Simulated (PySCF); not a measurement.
# (ClGe)4O6 adamantane (Ge4Cl4O6): geometry, NMR shifts and electronic excitations

Aim: predict the NMR shifts and electronic excitations of (ClGe)4O6 adamantane (Ge4Cl4O6).

Computed with PySCF 2.14.0, with density-fitted response routines of our own, on a single molecule in the gas phase. Atoms are numbered from 0 throughout.

## (1) The starting structure

14 atoms, charge 0, multiplicity 1; geometry from: GFN2-xTB. The atoms were then displaced at random by about 0.03 Å, so the start is not that level's minimum.

Bonds of the start (Å): Ge0–Cl1 2.04, Ge0–O2 1.78, Ge0–O8 1.71, Ge0–O12 1.89, O2–Ge3 1.89, Ge3–Cl4 1.99, Ge3–O5 1.69, Ge3–O13 1.85, O5–Ge6 1.76, Ge6–Cl7 2.01, Ge6–O8 1.77, Ge6–O9 1.79, O9–Ge10 1.78, Ge10–Cl11 2.01, Ge10–O12 1.78, Ge10–O13 1.76.

## (2) Relaxing the molecule at PBE0-D3(BJ)/def2-SVP

What the job is given:

```
{"job": {"xc": "PBE0", "basis": "def2-SVP", "d3": "d3bj", "grid": 1, "maxiter": 40, "shake": 0.03, "kind": "geom"}, "charge": 0, "multiplicity": 1}
Ge    -1.245070    -1.348350    -0.197120
Cl    -2.759630    -2.684790    -0.445450
O     -0.665580    -0.755920    -1.766930
Ge     0.761210     0.481480    -1.655270
Cl     1.380700     0.976420    -3.485370
O      1.882890    -0.179300    -0.582890
Ge     1.385200    -0.686400     1.032420
Cl     2.894400    -1.412240     2.151240
O      0.041700    -1.816880     0.829720
O      0.597490     0.741600     1.771060
Ge    -0.738160     1.468720     0.848830
Cl    -1.476980     3.106040     1.747200
O     -1.979750     0.224190     0.546990
O     -0.097830     1.841620    -0.751210
```

Command:

```console
OMP_NUM_THREADS=2 python probes_run.py task.json out
```

This one command runs all jobs of the session in turn.

**Question.** This job is followed by: GIAO PBE0/pcSseg-1 Ge:pcSseg-2 NMR shielding, non-relativistic, gas phase; TDDFT B3LYP/def2-SVPD, vertical, gas phase, core orbitals frozen in the response. What will the session give for the following? rotational constants (main isotopes); ³⁵Cl shifts against HCl (PBE0/pcSseg-2+pcSseg-1, means over atoms taken as alike); ¹⁷O shifts against H2O (PBE0/pcSseg-2+pcSseg-1, means over atoms taken as alike); shieldings of Ge (PBE0/pcSseg-2+pcSseg-1, a mean where the table joins atoms); surface potential, 1st and 99th percentile; lowest singlet (B3LYP/def2-SVPD); brightest single state of those computed; lowest triplet.

The runs gave:

| quantity | value |
| --- | --- |
| rotational constants (main isotopes) | 0.21, 0.21, 0.21 GHz |
| ³⁵Cl shifts against HCl (PBE0/pcSseg-2+pcSseg-1, means over atoms taken as alike) | 58 ppm |
| ¹⁷O shifts against H2O (PBE0/pcSseg-2+pcSseg-1, means over atoms taken as alike) | 177.0 ppm |
| shieldings of Ge (PBE0/pcSseg-2+pcSseg-1, a mean where the table joins atoms) | Ge0 1338.0 ppm |
| surface potential, 1st and 99th percentile | -0.72 V and 1.58 V |
| lowest singlet (B3LYP/def2-SVPD) | 5.83 eV (213 nm), f = 0.000 |
| brightest single state of those computed | state 14, 6.58 eV, f = 0.161 |
| lowest triplet | 5.62 eV |

In words: The start was shaken at random, so part of the energy gained undoes that. Over 10 steps the energy fell by 0.943 eV; of the close pairs, O2–Ge3 changed most, 1.892 to 1.773 Å. No frequency check was run at this level, so the end point may be a saddle. At PBE0/pcSseg-2+pcSseg-1: The widest tensor belongs to Cl1, Cl4, Cl7, Cl11: span 278 ppm, with a paramagnetic part of -262 ppm. The first singlet state (HOMO−1→LUMO 0.74, HOMO−2→LUMO 0.15) lies at 5.83 eV and is dark; of the 15 states computed, the strongest absorption comes from states 12 to 14 together at 6.58 eV. The lowest triplet lies 0.21 eV below the lowest singlet (triplets in Tamm-Dancoff, singlets in full TDDFT). Spin-orbit coupling is left out, which matters for shieldings and couplings at and beside the heavy atoms.
